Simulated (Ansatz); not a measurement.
# Si₃BH₉: a ladder of functionals and wavefunction methods

One table from this session's results is given with a row withheld; the runs are named, their logs left out.

The runs use Ansatz 0.2.0, Gaussian basis; functionals in def2-TZVPP, the program's frozen cores in correlated methods.

The runs, in order: PBE-D4, r2SCAN-D4, PBE0-D4, B3LYP-D4, ωB97X-V, ωB97M-V, B2PLYP; CCSD(T)/def2-TZVPP; MP2/def2-QZVPP; extrapolation to the limit.

## Structure used throughout

An earlier PBE0-D4 in a triple-zeta def2 set relaxation fixed the geometry.

SMILES `[SiH3]B[SiH2][SiH3]`, 13 atoms, charge 0, spin multiplicity 1.

Atoms are counted from 1 here; the program's logs count them from 0.

Bond lengths: Si1–B2 2.005 Å, Si1–H5 1.490 Å, Si1–H6 1.495 Å, Si1–H7 1.489 Å, B2–Si3 1.975 Å, B2–H8 1.197 Å, Si3–Si4 2.361 Å, Si3–H9 1.489 Å, Si3–H10 1.489 Å, Si4–H11 1.488 Å, Si4–H12 1.487 Å, Si4–H13 1.487 Å. Angles: B2–Si1–H5 113.3°, B2–Si1–H6 105.6°, B2–Si1–H7 113.5°, H5–Si1–H6 107.8°, H5–Si1–H7 108.5°, H6–Si1–H7 107.8°, Si1–B2–Si3 121.6°, Si1–B2–H8 118.9°, Si3–B2–H8 119.3°, B2–Si3–Si4 98.5°, B2–Si3–H9 115.0°, B2–Si3–H10 117.7°, Si4–Si3–H9 106.6°, Si4–Si3–H10 108.0°, H9–Si3–H10 109.6°, Si3–Si4–H11 109.8°, Si3–Si4–H12 110.2°, Si3–Si4–H13 110.5° and more.

Set-up of the first run:

in.yaml

```yaml
crystal:
  periodic: [false, false, false]
  atoms:
    - {symbol: Si, position_ang: [-1.658593, 0.950249, 1.321619]}
    - {symbol: B, position_ang: [0.274747, 0.974018, 0.790926]}
    - {symbol: Si, position_ang: [1.251567, -0.690306, 0.368654]}
    - {symbol: Si, position_ang: [0.676776, -0.864880, -1.914790]}
    - {symbol: H, position_ang: [-2.466842, 2.008722, 0.654194]}
    - {symbol: H, position_ang: [-1.675441, 1.219863, 2.791959]}
    - {symbol: H, position_ang: [-2.320938, -0.363436, 1.093346]}
    - {symbol: H, position_ang: [0.819228, 2.028649, 0.636144]}
    - {symbol: H, position_ang: [0.727580, -1.914897, 1.034722]}
    - {symbol: H, position_ang: [2.737003, -0.664636, 0.467833]}
    - {symbol: H, position_ang: [1.239466, -2.120461, -2.480595]}
    - {symbol: H, position_ang: [-0.802022, -0.888897, -2.072096]}
    - {symbol: H, position_ang: [1.217968, 0.291310, -2.677215]}
basis:
  gaussian: {orbitals: def2-TZVPP}
hamiltonian: {xc: pbe, dispersion: d4}
output: {forces: true, orbitals: {seedname: orbitals}}
```

Run with:

```
ansatz run in.yaml --threads 4 --pin off --events-out ev --progress --plain --max-ram 10444MiB
```

Among the steps run: PBE-D4 (GGA); r2SCAN-D4 (meta-GGA); PBE0-D4 (hybrid); B3LYP-D4 (hybrid); ωB97X-V (range-separated); ωB97M-V (range-separated); B2PLYP (double hybrid); CCSD(T) in def2-TZVPP; MP2 in def2-QZVPP.

One table of the session follows, with a row left open; its other results are not shown here.

| method | atomisation energy (kcal/mol) |
| --- | --- |
| PBE-D4 | 902.7 |
| r2SCAN-D4 | 914.3 |
| PBE0-D4 | 903.2 |
| B3LYP-D4 | 913.4 |
| ωB97X-V | 920.5 |
| ωB97M-V | 911.2 |
| B2PLYP | 897.5 |
| HF/def2-TZVPP | 707.6 |
| MP2/def2-TZVPP | 878.0 |
| CCSD/def2-TZVPP | 882.2 |
| CCSD(T)/def2-TZVPP | ? |
| MP2/CBS | 898.9 |
| CCSD(T)/CBS | 910.2 |

Q: Estimate the row for CCSD(T)/def2-TZVPP from the others.

As computed: atomisation energy (kcal/mol): 889.3. In the column «atomisation energy (kcal/mol)» it lies between CCSD/def2-TZVPP (882.2) and B2PLYP (897.5).

To keep in mind: Free atoms (3 Si, 1 B, 9 H) were run apart at each level; the atomisation energy is their sum less the molecule, without zero-point or spin-orbit terms.
